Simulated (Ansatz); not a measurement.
# C₈H₁₀O₂: a ladder of functionals and wavefunction methods

An exercise on one series of results from a longer session: the logs are not shown, and one member is left open.

The runs use Ansatz 0.2.0, Gaussian basis; functionals in def2-TZVPP, the program's frozen cores in correlated methods.

Plan: LDA (SPW92), PBE-D4, revPBE-D4, BLYP-D4, r2SCAN-D4, B97M-V, PBE0-D4, B3LYP-D4, r2SCANh-D4, r2SCAN0-D4, HSE06-D4, BHLYP-D4, CAM-B3LYP-D4, LC-ωPBE, ωB97X-V, ωB97M-V, B2PLYP, PBE-QIDH; CCSD(T)/def2-SVP; CCSD(T)/def2-TZVPP; MP2/def2-QZVPP; extrapolation to the limit; RPA on PBE.

## Structure used throughout

All runs share one geometry, relaxed beforehand with PBE0-D4 in a triple-zeta def2 set.

SMILES `COc1ccccc1OC`, 20 atoms, charge 0, spin multiplicity 1.

Atoms are counted from 1 here; the program's logs count them from 0.

Bond lengths: C1–O2 1.404 Å, C1–H11 1.096 Å, C1–H12 1.096 Å, C1–H13 1.089 Å, O2–C3 1.350 Å, C3–C4 1.384 Å, C3–C8 1.410 Å, C4–C5 1.393 Å, C4–H14 1.082 Å, C5–C6 1.378 Å, C5–H15 1.083 Å, C6–C7 1.393 Å, C6–H16 1.083 Å, C7–C8 1.384 Å, C7–H17 1.082 Å, C8–O9 1.350 Å, O9–C10 1.404 Å, C10–H18 1.089 Å and more. Angles: O2–C1–H11 111.6°, O2–C1–H12 111.6°, O2–C1–H13 106.2°, H11–C1–H12 109.0°, H11–C1–H13 109.2°, H12–C1–H13 109.2°, C1–O2–C3 117.5°, O2–C3–C4 124.9°, O2–C3–C8 115.7°, C4–C3–C8 119.5°, C3–C4–C5 120.6°, C3–C4–H14 120.0°, C5–C4–H14 119.5°, C4–C5–C6 120.0°, C4–C5–H15 119.5°, C6–C5–H15 120.6°, C5–C6–C7 120.0°, C5–C6–H16 120.6° and more.

Geometry (Å):

```xyz
20
C8H10O2
C     0.9569   -2.8303   -0.6385
O     1.1152   -1.5363   -0.1170
C     0.0679   -0.6905   -0.2197
C    -1.1489   -1.0037   -0.7997
C    -2.1706   -0.0582   -0.8571
C    -1.9739    1.2008   -0.3336
C    -0.7532    1.5282    0.2530
C     0.2692    0.5977    0.3160
O     1.4834    0.8202    0.8628
C     1.7254    2.0907    1.4093
H     0.1478   -3.3717   -0.1353
H     0.7564   -2.8092   -1.7157
H     1.8985   -3.3469   -0.4598
H    -1.3122   -1.9899   -1.2132
H    -3.1160   -0.3226   -1.3153
H    -2.7620    1.9431   -0.3732
H    -0.6076    2.5194    0.6614
H     2.7437    2.0669    1.7939
H     1.0351    2.3143    2.2307
H     1.6449    2.8778    0.6510
```

Set-up of the first run:

in.yaml reads:

```yaml
crystal:
  periodic: [false, false, false]
  atoms:
    - {symbol: C, position_ang: [0.956945, -2.830302, -0.638512]}
    - {symbol: O, position_ang: [1.115164, -1.536278, -0.117037]}
    - {symbol: C, position_ang: [0.067892, -0.690450, -0.219666]}
    - {symbol: C, position_ang: [-1.148879, -1.003704, -0.799714]}
    - {symbol: C, position_ang: [-2.170608, -0.058156, -0.857084]}
    - {symbol: C, position_ang: [-1.973889, 1.200825, -0.333612]}
    - {symbol: C, position_ang: [-0.753236, 1.528243, 0.252977]}
    - {symbol: C, position_ang: [0.269176, 0.597746, 0.315954]}
    - {symbol: O, position_ang: [1.483366, 0.820185, 0.862761]}
    - {symbol: C, position_ang: [1.725360, 2.090682, 1.409336]}
    - {symbol: H, position_ang: [0.147775, -3.371670, -0.135256]}
    - {symbol: H, position_ang: [0.756389, -2.809159, -1.715744]}
    - {symbol: H, position_ang: [1.898533, -3.346940, -0.459800]}
    - {symbol: H, position_ang: [-1.312218, -1.989948, -1.213240]}
    - {symbol: H, position_ang: [-3.116015, -0.322620, -1.315256]}
    - {symbol: H, position_ang: [-2.761974, 1.943126, -0.373224]}
    - {symbol: H, position_ang: [-0.607552, 2.519355, 0.661428]}
    - {symbol: H, position_ang: [2.743677, 2.066866, 1.793919]}
    - {symbol: H, position_ang: [1.035144, 2.314349, 2.230720]}
    - {symbol: H, position_ang: [1.644950, 2.877849, 0.651043]}
basis:
  gaussian: {orbitals: def2-TZVPP}
hamiltonian: {xc: lda}
output: {orbitals: {seedname: orbitals}}
```

Run with:

```console
ansatz run in.yaml --threads 4 --pin off --events-out ev --progress --plain --max-ram 66560MiB --backend cuda --devices 0, --max-vram 37GiB
```

Steps of the session up to this table: LDA; PBE-D4 (GGA); revPBE-D4 (GGA); BLYP-D4 (GGA); r2SCAN-D4 (meta-GGA); B97M-V (meta-GGA); PBE0-D4 (hybrid); B3LYP-D4 (hybrid); r2SCANh-D4 (hybrid); r2SCAN0-D4 (hybrid); HSE06-D4 (hybrid); BHLYP-D4 (hybrid); CAM-B3LYP-D4 (range-separated); LC-ωPBE (range-separated); ωB97X-V (range-separated); ωB97M-V (range-separated); B2PLYP (double hybrid); PBE-QIDH (double hybrid).

One table of the session follows, with a row left open; its other results are not shown here.

It belongs to the step «Orbital energies across the functionals». 

```
  functional  HOMO (eV)  gap (eV)
 LDA (SPW92)      -5.07      4.14
      PBE-D4      -4.87      4.19
   revPBE-D4      -4.79      4.21
     BLYP-D4      -4.71      4.18
   r2SCAN-D4      -5.03      4.52
      B97M-V      -5.06      4.62
     PBE0-D4      -5.91      6.10
    B3LYP-D4      -5.71      5.71
  r2SCANh-D4      -5.43      5.24
  r2SCAN0-D4      -6.03      6.32
    HSE06-D4      -5.52      5.34
    BHLYP-D4      -6.80      8.00
CAM-B3LYP-D4      -7.11      8.36
     LC-ωPBE      -8.31     10.58
     ωB97X-V      -8.01     10.27
     ωB97M-V          ?         ?
```

Q: Estimate the row for ωB97M-V from the others.

As computed: HOMO (eV): -7.97; gap (eV): 10.14. In the column «HOMO (eV)» it lies between ωB97X-V (-8.01) and CAM-B3LYP-D4 (-7.11).
